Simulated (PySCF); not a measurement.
**Two attempts at C2H7GeNS (SMILES C=[N][GeH2][S]C)**

Wanted: the vertical excitations of C2H7GeNS, CASSCF(10,10)/pcseg-0 (2 states averaged).

The results are computed with PySCF 2.14.0.

5 further runs of the same task are left out: 2 that didn't finish, 3 set aside as unsound or not needed.

## 1. The molecule

The species is C2H7GeNS (12 atoms), meant as a singlet with charge 0. SMILES: `C=[N][GeH2][S]C`. Geometry: a GFN2-xTB relaxation, a rough one for these elements and not checked as a minimum. This is one conformer, not always the lowest.

Bond lengths: C1–N2 1.252 Å, N2–Ge3 1.839 Å, Ge3–S4 2.206 Å, S4–C5 1.826 Å, C1–H6 1.094 Å, C1–H7 1.089 Å, Ge3–H8 1.509 Å, Ge3–H9 1.517 Å, C5–H10 1.085 Å, C5–H11 1.086 Å, C5–H12 1.085 Å. Some angles: C1–N2–Ge3 130.6°, N2–Ge3–S4 106.0°, Ge3–S4–C5 98.7°, N2–C1–H6 125.5°, N2–C1–H7 118.8°, N2–Ge3–H8 102.0°, N2–Ge3–H9 117.7°, S4–Ge3–H8 110.8°, S4–Ge3–H9 108.9°, S4–C5–H10 106.3°.

## 2. First attempt

run.py reads:

```python
import numpy
from pyscf import gto, scf, mcscf

mol = gto.M(
    atom='''
C     -4.319139     0.184570     1.526332
N     -1.992792     0.569148     1.336773
Ge     0.698386    -1.597839     1.715834
S      2.364236    -2.040772    -2.080116
C      2.794678     1.295237    -2.853411
H     -5.200167    -1.608932     2.056589
H     -5.615264     1.739134     1.151240
H      2.431095    -0.101459     3.415472
H      0.175782    -4.196269     2.808398
H      3.508201     1.352250    -4.774204
H      4.158758     2.132443    -1.570155
H      0.996245     2.272490    -2.732733
''',
    basis='pcseg-0',
    spin=4,
    unit='bohr',
    symmetry=True,
    verbose=3,
    charge=0,
    max_memory=1860,
)

mf = scf.ROHF(mol)
mf.max_cycle = 65
mf.kernel()

cas = mcscf.CASSCF(mf, 10, 10)
cas.fix_spin_(ss=6.0)
cas = cas.state_average_([1 / 2] * 2)
cas.kernel()
states = list(cas.e_states)
e_final = states[0]
print('Final energy', e_final)

roots = (numpy.array(states[1:]) - states[0]) * 27.211386
print('state  energy (Eh)  excitation (eV)')
for i, e in enumerate(states):
    print('%3d %16.8f %9.4f' % (i, e, (e - states[0]) * 27.211386))
```

Command:

```console
$ OMP_NUM_THREADS=1 python run.py
```

What it wrote:

```text
SCF not converged.
SCF energy = -2603.25156657068
CASSCF energy = -2603.28963882462
CASCI E = -2603.28963882462  E(CI) = -15.8936165444588  S^2 = 6.0000000
CASCI state-averaged energy = -2603.28963882462
CASCI energy for each state
  State 0 weight 0.5  E = -2603.29973283982 S^2 = 6.0000000
  State 1 weight 0.5  E = -2603.27954480941 S^2 = 6.0000000
Final energy -2603.2997328398196
state  energy (Eh)  excitation (eV)
  0   -2603.29973284    0.0000
  1   -2603.27954481    0.5493
```

Run time: 58 s. Hardware: 1 thread of Arm Neoverse N1, shared host; peak memory 0.24 GiB.

## 3. Diagnosis

No converged result was reached.

The log says `SCF not converged.`. Cause: the spin state typed doesn't suit the molecule. To mend it: multiplicity 1 in place of 5.

## 4. Try two

calc.py reads:

```python
import numpy
from pyscf import gto, scf, mcscf

system = gto.M(
    atom='''
C     -4.319139     0.184570     1.526332
N     -1.992792     0.569148     1.336773
Ge     0.698386    -1.597839     1.715834
S      2.364236    -2.040772    -2.080116
C      2.794678     1.295237    -2.853411
H     -5.200167    -1.608932     2.056589
H     -5.615264     1.739134     1.151240
H      2.431095    -0.101459     3.415472
H      0.175782    -4.196269     2.808398
H      3.508201     1.352250    -4.774204
H      4.158758     2.132443    -1.570155
H      0.996245     2.272490    -2.732733
''',
    unit='bohr',
    verbose=4,
    symmetry=True,
    basis='pcseg-0',
    max_memory=1860,
)

mf = scf.RHF(system)
mf.kernel()

cas = mcscf.CASSCF(mf, 10, 10)
cas.fix_spin_(ss=0.0)
cas = cas.state_average_([1 / 2] * 2)
cas.kernel()
states = list(cas.e_states)
etot = states[0]
print('Final energy', etot)

roots = (numpy.array(states[1:]) - states[0]) * 27.211386
print('state  energy (Eh)  excitation (eV)')
for i, e in enumerate(states):
    print('%3d %16.8f %9.4f' % (i, e, (e - states[0]) * 27.211386))
```

Command:

```console
$ OMP_NUM_THREADS=1 python calc.py
```

What it wrote:

```text
PySCF version 2.14.0

[... 74 lines left out ...]
converged SCF energy = -2603.58947827627
[... 23 lines left out ...]
sorting_mo_energy = False
[... 12 lines left out ...]
State-average over 2 states with weights [0.5, 0.5]
[... 92 lines left out ...]
1-step CASSCF converged in  45 macro (694 JK 146 micro) steps
[... 3 lines left out ...]
CASSCF energy = -2603.61704664260
[... 1 line left out ...]
CASCI state-averaged energy = -2603.6170466426
[... 1 line left out ...]
  State 0 weight 0.5  E = -2603.69473970424 S^2 = 0.0000000
  State 1 weight 0.5  E = -2603.53935358096 S^2 = 0.0000000
Final energy -2603.694739704236
[... 2 lines left out ...]
  1   -2603.53935358    4.2283
```

Run time: 4.4 min. Hardware: 1 thread of Arm Neoverse N1, shared host; peak memory 0.25 GiB.

## 5. What came out

Level: CASSCF(10,10)/pcseg-0 (2 states averaged).

| quantity | value |
| --- | --- |
| energy of the lowest of 2 roots | -2603.69474 Eh |
| dipole moment (Hartree–Fock density) | 2.38 D |
| HOMO energy (Hartree–Fock orbitals) | -9.75 eV |
| LUMO energy (Hartree–Fock orbitals) | 3.19 eV |
| HOMO–LUMO gap (Hartree–Fock orbitals) | 12.94 eV |
| lowest excitation energy within this active space | 4.23 eV |

**Reading.** The orbitals are averaged over several states, so each root lies above its own optimum (it can stand above Hartree-Fock), and forces and dipoles share that bias.
